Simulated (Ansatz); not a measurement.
**BH5NPS: a ladder of functionals and wavefunction methods**

Aim: compute BH5NPS with functionals from several rungs and with coupled cluster, and see how far each lands from CCSD(T) at the basis-set limit for the atomisation energy.

Method: functionals in def2-TZVPP, the program's frozen cores in correlated methods; program: Ansatz 0.2.0, Gaussian basis.

Levels to be run: LDA (SPW92), PBE-D4, revPBE-D4, BLYP-D4, r2SCAN-D4, B97M-V, PBE0-D4, B3LYP-D4, r2SCANh-D4, r2SCAN0-D4, HSE06-D4, BHLYP-D4, CAM-B3LYP-D4, LC-ωPBE, ωB97X-V, ωB97M-V, B2PLYP, PBE-QIDH; CCSD(T)/def2-SVP; CCSD(T)/def2-TZVPP; MP2/def2-QZVPP; extrapolation to the limit; RPA on PBE.

## (1) The relaxed structure

All runs share one geometry, relaxed beforehand with PBE0-D4 in a triple-zeta def2 set.

SMILES `NBPS`, 9 atoms, charge 0, spin multiplicity 1.

Atoms are counted from 1 here; the program's logs count them from 0.

Bond lengths: N1–B2 1.383 Å, N1–H5 1.007 Å, N1–H6 1.007 Å, B2–P3 1.949 Å, B2–H7 1.196 Å, P3–S4 2.131 Å, P3–H8 1.420 Å, S4–H9 1.342 Å. Angles: B2–N1–H5 123.2°, B2–N1–H6 123.0°, H5–N1–H6 113.8°, N1–B2–P3 117.8°, N1–B2–H7 119.3°, P3–B2–H7 122.9°, B2–P3–S4 94.1°, B2–P3–H8 97.8°, S4–P3–H8 97.2°, P3–S4–H9 95.3°.

## (2) LDA

This LDA is Slater exchange with PW92 correlation.

in.yaml

```yaml
crystal:
  periodic: [false, false, false]
  atoms:
    - {symbol: N, position_ang: [0.614140, 1.314730, -0.950293]}
    - {symbol: B, position_ang: [0.768722, 0.115122, -0.279789]}
    - {symbol: P, position_ang: [-0.763335, -1.086519, -0.204418]}
    - {symbol: S, position_ang: [-1.030977, -0.857910, 1.897051]}
    - {symbol: H, position_ang: [-0.234637, 1.576098, -1.425609]}
    - {symbol: H, position_ang: [1.331105, 2.020667, -0.982246]}
    - {symbol: H, position_ang: [1.811131, -0.126262, 0.255181]}
    - {symbol: H, position_ang: [-0.046260, -2.311074, -0.161485]}
    - {symbol: H, position_ang: [-2.361389, -0.691049, 1.834607]}
basis:
  gaussian: {orbitals: def2-TZVPP}
hamiltonian: {xc: lda}
output: {orbitals: {seedname: orbitals}}
```

After this run come: PBE-D4 (GGA); revPBE-D4 (GGA); BLYP-D4 (GGA); r2SCAN-D4 (meta-GGA); B97M-V (meta-GGA); PBE0-D4 (hybrid); B3LYP-D4 (hybrid); r2SCANh-D4 (hybrid); r2SCAN0-D4 (hybrid); HSE06-D4 (hybrid); BHLYP-D4 (hybrid); CAM-B3LYP-D4 (range-separated); LC-ωPBE (range-separated); ωB97X-V (range-separated); ωB97M-V (range-separated); B2PLYP (double hybrid); PBE-QIDH (double hybrid); CCSD(T) in def2-SVP; CCSD(T) in def2-TZVPP; MP2 in def2-QZVPP; RPA on PBE orbitals.

**Question.** What will the summary of the whole plan be? Wanted: atomisation energy, CCSD(T)/CBS; farthest beyond LDA; mean size of error, GGA; mean size of error, meta-GGA; mean size of error, hybrid; mean size of error, range-separated; mean size of error, double hybrid; gap, smallest and largest; T1 diagnostic.

The runs gave:

| quantity | value |
| --- | --- |
| atomisation energy, CCSD(T)/CBS | 30.337 eV |
| functionals within 0.152 eV (0.5 %) | revPBE-D4, r2SCANh-D4 |
| farthest beyond LDA | PBE-D4 (+0.868 eV) |
| mean size of error, GGA | 0.468 eV |
| mean size of error, meta-GGA | 0.366 eV |
| mean size of error, hybrid | 0.294 eV |
| mean size of error, range-separated | 0.385 eV |
| mean size of error, double hybrid | 0.226 eV |
| gap, smallest and largest | 3.82 eV (LDA (SPW92)), 10.89 eV (LC-ωPBE) |
| T1 diagnostic | 0.0136 |
| triples share of the correlation energy | 4.3 % |

In words: The LDA atomisation energy is off by 4.816 eV (16 %): it overbinds. PBE-D4 misses by +0.868 eV. Double hybrids carry the basis error of their MP2 part in triple zeta, and no dispersion term here, so their miss is partly the set-up's. By mean error the best rung here is double hybrid (0.226 eV) and the worst beyond LDA is GGA (0.468 eV). The gap between the best rungs is small, so their order is not settled. The reference freezes the cores and leaves out relativity and excitations past (T), so misses under about 0.152 eV can't be ranked. Hartree-Fock recovers 70 % of the binding; the rest is correlation. CCSD(T) in def2-SVP is off by -2.425 eV, more than most functionals: a good method in a small basis is no reference. Orbital gaps span 3.8 to 10.9 eV; exact exchange widens them.
